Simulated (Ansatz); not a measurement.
# GaB2As3: a closer look at a trial structure

The task, for GaB2As3: see whether it has a gap, which orbitals make up the states near it and how charge is shared.

Program: Ansatz 0.2.0. Level of theory: DFT PBE, scalar-relativistic, plane waves, PAW. These are calculated values, not measurements.

## 1. The structure to begin with

It takes space group I-4m2 (No. 119, tetragonal). Conventional cell: a = 3.583 Å, b = 3.583 Å, c = 15.706 Å, α = 90.00°, β = 90.00°, γ = 90.00°. Ga (site symmetry -4m2) has 4 As at 2.40 Å as nearest neighbours. B (site symmetry 2mm) is surrounded by 4 As at 2.13 to 2.14 Å. As (site symmetry 2mm) has 2 B at 2.13 Å and 2 Ga at 2.40 Å as nearest neighbours. As (site symmetry -4m2) has 4 B at 2.14 Å as nearest neighbours.

Coordinates:

```xyz
6
Lattice="-1.7917 1.7917 7.8529 1.7917 -1.7917 7.8529 1.7917 1.7917 -7.8529" Properties=species:S:1:pos:R:3 pbc="T T T"
Ga    0.0000    0.0000    7.8529
B     0.0000    0.0000   12.9549
B     0.0000    0.0000    2.7509
As    1.7917    0.0000    6.2610
As    1.7917    0.0000    1.5919
As    0.0000    1.7917    3.9265
```

The cell was relaxed beforehand at this level, from a generated guess; it is a trial structure. At a tolerance of 0.02 Å it has space group I-4m2 (No. 119); it has 16.81 Å³/atom, an uncorrected energy of +0.03 eV/atom over the elements.

## 2. Static run: bands, density of states and charges

input.yaml

```yaml
crystal:
  lattice:
    - [-1.791737034, 1.791737034, 7.8529082398]
    - [1.791737034, -1.791737034, 7.8529082398]
    - [1.791737034, 1.791737034, -7.8529082398]
  atoms:
    - { symbol: Ga, position: [0.5, 0.5, 0.0] }
    - { symbol: B, position: [0.8248480191, 0.8248480191, 0.0] }
    - { symbol: B, position: [0.1751519809, 0.1751519809, 0.0] }
    - { symbol: As, position: [0.3986436663, 0.8986436663, 0.5] }
    - { symbol: As, position: [0.1013563337, 0.6013563337, 0.5] }
    - { symbol: As, position: [0.75, 0.25, 0.5] }
basis:
  ecutwfc: 420
kpoints:
  mp_grid: { grid: [14, 14, 14] }
  band_path:
    path:
      - [[0.0, 0.0, 0.0], [0.0, 0.0, 0.5], [0.25, 0.25, 0.25], [0.0, 0.5, 0.0], [0.0, 0.0, 0.0], [0.5, 0.5, -0.5], [0.2630145, 0.7369855, -0.2630145]]
      - [[-0.2630145, 0.2630145, 0.2630145], [0.0, 0.0, 0.0]]
      - [[0.0, 0.0, 0.5], [-0.026029, 0.026029, 0.5]]
      - [[0.5, 0.5, -0.026029], [0.5, 0.5, -0.5]]
    npoints: 14
hamiltonian:
  xc: pbe
scf:
  occupations: { method: gaussian, width: 0.02 }
  n_extra_bands: 15
output:
  forces: true
  stress: true
  eigenvalues: true
  populations: true
  dos: { projected: true, de: 0.02, nscf_kmesh: { grid: [21, 21, 21] } }
  bader: true
  write_density: true
  write_potential: true
  elf: true
  volumetric_format: npy
```

On the command line:

```bash
ansatz run input.yaml --threads 1 --pin off --max-ram 2560MiB --backend cpu --events-out ev --progress --plain --runs-dir out
```

Q: Predict the outcome of this session. Wanted: gap; Bader charges.

The runs gave:

| quantity | value |
| --- | --- |
| gap | 0.51 eV, indirect on the path |
| Bader charges | Ga +0.65, B +0.14, As -0.42 to -0.09 e |

The gap is 0.51 eV, with the valence top at Γ and the conduction bottom between Γ and M on the path. Of the projected weight, the top eV of the valence band is As 4p (70 %) and Ga 4p (20 %), and the lowest eV of the conduction band B 2p (28 %) and As 4p (21 %). The charge transfer is moderate (0.6 e by Bader), and the ELF peak of 0.90 on the B–As line shows directed, polar covalent bonding.
